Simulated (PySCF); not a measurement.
**CoOF: singlet, from a bent start**

Where does singlet CoOF go from a bent start, is the end point a minimum, and what are its modes, charges and moments?

The runs use PySCF 2.14.0; PBE0, basis Co def2-TZVP, O def2-TZVP, F def2-TZVP, no relativity, density fitting.

## (1) Starting geometry

3 atoms, charge 0, spin multiplicity 1.

Bond lengths: Co1–O2 1.600 Å, Co1–F3 1.750 Å. Angles: O2–Co1–F3 110.0°.

```xyz
3
charge 0 multiplicity 1
Co    0.0000    0.0000    0.0000
O    -1.3106    0.0000    0.9177
F     1.4335    0.0000    1.0038
```

## (2) First SCF at the start

One driver script runs all steps and calls PySCF; scf.py shows how it sets up the SCF of each step. The optimiser is the driver's own. After this first run the driver tries any further starts and a stability analysis.

Contents of scf.py:

```python
from pyscf import gto, scf, dft
mol = gto.M(atom='''
Co     0.000000     0.000000     0.000000
O     -1.310600     0.000000     0.917700
F      1.433500     0.000000     1.003800''',
    basis={'Co': 'def2-TZVP', 'O': 'def2-TZVP', 'F': 'def2-TZVP'},
    charge=0, spin=0)
mf = dft.RKS(mol, xc='PBE0')
mf.grids.atom_grid = (50, 194)
aux = {'Co': 'def2-universal-JKFIT', 'O': 'def2-universal-JKFIT', 'F': 'def2-universal-JKFIT'}
mf = mf.density_fit(auxbasis=aux)
mf.conv_tol = 1e-08
mf.diis_space = 10
mf.max_cycle = 60
mf.init_guess = 'minao'
mf.verbose = 4
mf.kernel()
```

Command:

```console
$ OMP_NUM_THREADS=2 python axn.py task.json out
```

The runs that follow: Relaxation: bent start, singlet; Frequencies; The broken-symmetry singlet; Vibrations and properties at this point.

Before running it: what results should come out? Wanted: minimum; geometry; wavenumbers; dipole moment; highest occupied, lowest empty level; polar-tensor charge of Co1; zero-point energy; atomisation energy; ⟨S²⟩.

**Answer**, as computed:

| quantity | value |
| --- | --- |
| minimum | broken-symmetry (Ms = 0), Cs |
| geometry | Co–F 1.741 Å, Co–O 1.638 Å; F–Co–O 171.3° |
| wavenumbers (cm⁻¹) | 103 (a'), 582 (a'), 818 (a') |
| dipole moment | 0.91 D |
| highest occupied, lowest empty level (either spin) | -8.89, -4.35 eV |
| polar-tensor charge of Co1 | +1.01 e |
| zero-point energy | 9.0 kJ/mol |
| entropy at 298.15 K | 265.0 J/(mol K) |
| atomisation energy (no zero-point energy) | 730 kJ/mol |
| ⟨S²⟩ | 1.941 |

**Reading.** The molecule stays Cs, as typed, and the end point is a minimum. The determinant is spin-contaminated (⟨S²⟩ = 1.94 against 0.00), so it is no pure spin state. In the infrared the band at 582 cm⁻¹ (a', stretch) leads. Other starts or spin states, not run here, may lie lower.
